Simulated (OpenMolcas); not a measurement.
# Mo: CASSCF and CASPT2 terms and fine-structure levels

Aim: the low terms and levels of Mo, with their order and spacing, then second-order correlation under several settings.

Method: state-averaged CASSCF and CASPT2, spin-orbit coupling by RASSI with atomic mean-field integrals. Code: OpenMolcas 26.06.

**1. The atom as given**

* Species: Mo (molybdenum, Z = 42, 42 electrons)
* Basis: ANO-R2 [7s5p4d2f1g], 65 functions
* Scalar Hamiltonian: X2C, finite nucleus
* Inactive shells: 1s 2s 2p 3s 3p 3d 4s 4p
* Active space: 6 electrons in 6 orbitals (4d 5s)
* Some configurations of this space: 4d⁴ 5s², 4d⁵ 5s, 4d⁶
* Orbitals: optimised for the highest spin of each parity, averaged over the low roots

The outer shells:

4d4 5s2
```
4d [↑ ][↑ ][↑ ][↑ ][  ]
5s [↑↓]
```

4d5 5s
```
4d [↑ ][↑ ][↑ ][↑ ][↑ ]
5s [↑ ]
```

4d6
```
4d [↑↓][↑ ][↑ ][↑ ][↑ ]
```

Each step is its own input file, run in one work folder so that later steps find the files of earlier ones. Labels, J, g values, rates, χT and fits are worked out afterwards by a script from the matrices that RASSI stores.

**2. GATEWAY and SEWARD: basis and integrals**

a.inp

```
&GATEWAY
Coord
1

Mo 0.0 0.0 0.0
Basis=ANO-R2
Group=XYZ
NoMove
AngMom=0.0 0.0 0.0
AMFI
&SEWARD
```

Launch:

```console
$ OMP_NUM_THREADS=1 MOLCAS_MEM=2252 MOLCAS_PROJECT=a pymolcas a.inp > a.log
```

**3. CASSCF: septets of even parity, 1 root**

a.inp

```
&RASSCF
FileOrb=start.orb
Symmetry=1
Spin=7
nActEl=6 0 0
Inactive=9 9
Ras2=6 0
CIRoot=1 1 1
SDav=1
CIMx=300
Iter=120 100
PrWF=0.3
OrbListing=Nothing
MaxOrb=0
Atom
>>> COPY $Project.JobIph JOB001
```

start.orb holds the contracted functions of the basis, ordered by shell, or the orbitals of the step before.

**4. Reference wave functions, quintets of even parity, 35 roots**

a.inp

```
&RASSCF
FileOrb=start.orb
Symmetry=1
Spin=5
nActEl=6 0 0
Inactive=9 9
Ras2=6 0
CIRoot=35 35 1
SDav=35
CIMx=300
Iter=120 100
PrWF=0.3
OrbListing=Nothing
MaxOrb=0
Atom
CIOnly
>>> COPY $Project.JobIph JOB002
```

**5. Reference wave functions, triplets of even parity, 132 roots**

a.inp

```
&RASSCF
FileOrb=start.orb
Symmetry=1
Spin=3
nActEl=6 0 0
Inactive=9 9
Ras2=6 0
CIRoot=132 132 1
SDav=189
CIMx=300
Iter=120 100
PrWF=0.3
OrbListing=Nothing
MaxOrb=0
Atom
CIOnly
>>> COPY $Project.JobIph JOB003
```

**6. CASSCF: singlets of even parity, 132 roots**

a.inp

```
&RASSCF
FileOrb=start.orb
Symmetry=1
Spin=1
nActEl=6 0 0
Inactive=9 9
Ras2=6 0
CIRoot=132 132 1
SDav=175
CIMx=300
Iter=120 100
PrWF=0.3
OrbListing=Nothing
MaxOrb=0
Atom
CIOnly
>>> COPY $Project.JobIph JOB004
```

**7. RASSI: spin-orbit coupling between the states**

a.inp

```
&RASSI
NrOfJobIphs=4 1 30 60 1
1
1 2 3 4 5 6 7 8 9 10 11 12 13 14 15 16 17 18 19 20 21 22 23 24 25 26 27
28 29 30
1 2 3 4 5 6 7 8 9 10 11 12 13 14 15 16 17 18 19 20 21 22 23 24 25 26 27
28 29 30 31 32 33 34 35 36 37 38 39 40 41 42 43 44 45 46 47 48 49 50 51
52 53 54 55 56 57 58 59 60
1
IphNames
JOB001
JOB002
JOB003
JOB004
EJob
SpinOrbit
DIPRint=1.0
SOCoupling=1000.0
Subsets=2
MEES
Property=10
'ANGMOM' 1 'ANGMOM' 2 'ANGMOM' 3 'MLTPL  1' 1 'MLTPL  1' 2 'MLTPL  1' 3
'AMFI' 1 'AMFI' 2 'AMFI' 3 'MLTPL  2' 6
SOProperty=3
'ANGMOM' 1 'ANGMOM' 2 'ANGMOM' 3
```

**8. CASPT2: IPEA 0.15 (closed shells correlated: none)**

a.inp

```
>>> COPY JOB001 $Project.JobIph
&CASPT2
Multistate=1 1
Frozen=9 9
IPEA=0.15
MaxIter=60
WThr=0.0 0.3 0.05
PrWF=0.5
NoMix
>>> COPY JOB002 $Project.JobIph
&CASPT2
Multistate=30 1 2 3 4 5 6 7 8 9 10 11 12 13 14 15 16 17 18 19 20 21 22
23 24 25 26 27 28 29 30
NoMult
Frozen=9 9
IPEA=0.15
MaxIter=60
WThr=0.0 0.3 0.05
PrWF=0.5
NoMix
>>> COPY JOB003 $Project.JobIph
&CASPT2
Multistate=60 1 2 3 4 5 6 7 8 9 10 11 12 13 14 15 16 17 18 19 20 21 22
23 24 25 26 27 28 29 30 31 32 33 34 35 36 37 38 39 40 41 42 43 44 45 46
47 48 49 50 51 52 53 54 55 56 57 58 59 60
NoMult
Frozen=9 9
IPEA=0.15
MaxIter=60
WThr=0.0 0.3 0.05
PrWF=0.5
NoMix
>>> COPY JOB004 $Project.JobIph
&CASPT2
Multistate=1 1
Frozen=9 9
IPEA=0.15
MaxIter=60
WThr=0.0 0.3 0.05
PrWF=0.5
NoMix
```

**9. CASPT2: IPEA 0.35, imaginary shift 0.25 (closed shells correlated: none)**

Edit a.inp of step 8 so:

```diff
@@ -4,3 +4,4 @@
 Frozen=9 9
-IPEA=0.15
+IPEA=0.35
+Imaginary=0.25
 MaxIter=60
@@ -13,5 +14,5 @@
 23 24 25 26 27 28 29 30
-NoMult
 Frozen=9 9
-IPEA=0.15
+IPEA=0.35
+Imaginary=0.25
 MaxIter=60
@@ -25,5 +26,5 @@
 47 48 49 50 51 52 53 54 55 56 57 58 59 60
-NoMult
 Frozen=9 9
-IPEA=0.15
+IPEA=0.35
+Imaginary=0.25
 MaxIter=60
@@ -36,3 +37,4 @@
 Frozen=9 9
-IPEA=0.15
+IPEA=0.35
+Imaginary=0.25
 MaxIter=60
```

**10. CASPT2: IPEA 0.6, imaginary shift 0.5 (closed shells correlated: 3d 4s 4p), extended multistate**

a.inp

```
>>> COPY JOB001 $Project.JobIph
&CASPT2
Multistate=1 1
Frozen=3 6
IPEA=0.6
Imaginary=0.5
MaxIter=60
WThr=0.0 0.3 0.05
PrWF=0.5
NoMix
>>> COPY JOB002 $Project.JobIph
&CASPT2
XMultistate=30 1 2 3 4 5 6 7 8 9 10 11 12 13 14 15 16 17 18 19 20 21 22
23 24 25 26 27 28 29 30
Frozen=3 6
IPEA=0.6
Imaginary=0.5
MaxIter=60
WThr=0.0 0.3 0.05
PrWF=0.5
NoMix
>>> COPY JOB003 $Project.JobIph
&CASPT2
XMultistate=60 1 2 3 4 5 6 7 8 9 10 11 12 13 14 15 16 17 18 19 20 21 22
23 24 25 26 27 28 29 30 31 32 33 34 35 36 37 38 39 40 41 42 43 44 45 46
47 48 49 50 51 52 53 54 55 56 57 58 59 60
Frozen=3 6
IPEA=0.6
Imaginary=0.5
MaxIter=60
WThr=0.0 0.3 0.05
PrWF=0.5
NoMix
>>> COPY JOB004 $Project.JobIph
&CASPT2
Multistate=1 1
Frozen=3 6
IPEA=0.6
Imaginary=0.5
MaxIter=60
WThr=0.0 0.3 0.05
PrWF=0.5
NoMix
```

(Steps that only read results are left out.)

Before running it: what results should come out? Wanted: lowest level; first excited level; spin-orbit lowering of the lowest level; strongest of the lines computed, by gA.

As calculated:

```
                                                                                      quantity                                                  value
                                                                                        method  SS-CASPT2, IPEA 0.15 (closed shells correlated: none)
                                                                                  lowest level              4d⁵ 5s ⁷S₃, 100 % of that term, g = 2.001
                                                                   ground level listed by NIST                                                    7S3
                                                                           first excited level                                4d⁵ 5s ⁵S₂ at 9750 cm⁻¹
                                                       spin-orbit lowering of the lowest level                                              82.4 cm⁻¹
strongest of the lines computed, by gA (one parity, so forbidden lines), at SS-CASPT2 energies      4d⁵ 5s ⁵P₃ → 4d⁵ 5s ⁷S₃, 507 nm, A = 8.86e-01 s⁻¹
```

Cost and accuracy by method:

```
                                                 method  time of its own steps  time with the reference  mean absolute difference from the measured levels (cm-1)
                                              A. CASSCF                   34 s                     34 s                                                      7200
                         B. SS-CASPT2, IPEA 0.15, +none                  8.1 s                     42 s                                                      1700
   C. SS-CASPT2, IPEA 0.35, imaginary shift 0.25, +none                   19 s                     53 s                                                      1900
D. XMS-CASPT2, IPEA 0.6, imaginary shift 0.5, +3d 4s 4p                   37 s                     71 s                                                      2100
```

Times are of one thread on a shared host.

In words: Second-order correlation (method B) scales the levels of the lowest configuration above 5000 cm⁻¹ by 0.58 to 0.86. Method B lies closest to the measured levels (1700 cm⁻¹ on average) and A farthest (7200). Only the configurations of the active space and the roots asked for are present. The quintets, triplets, singlets rest on orbitals optimised for another spin in at least one step, which raises them against the optimised states. Not all states of the active space went into the spin-orbit step. CASPT2 does not keep the components of a term degenerate, and the means are used. Configurations with different d counts are hard to place against each other, and can be off by thousands to tens of thousands of cm-1. Levels of other configurations are missing from the list.
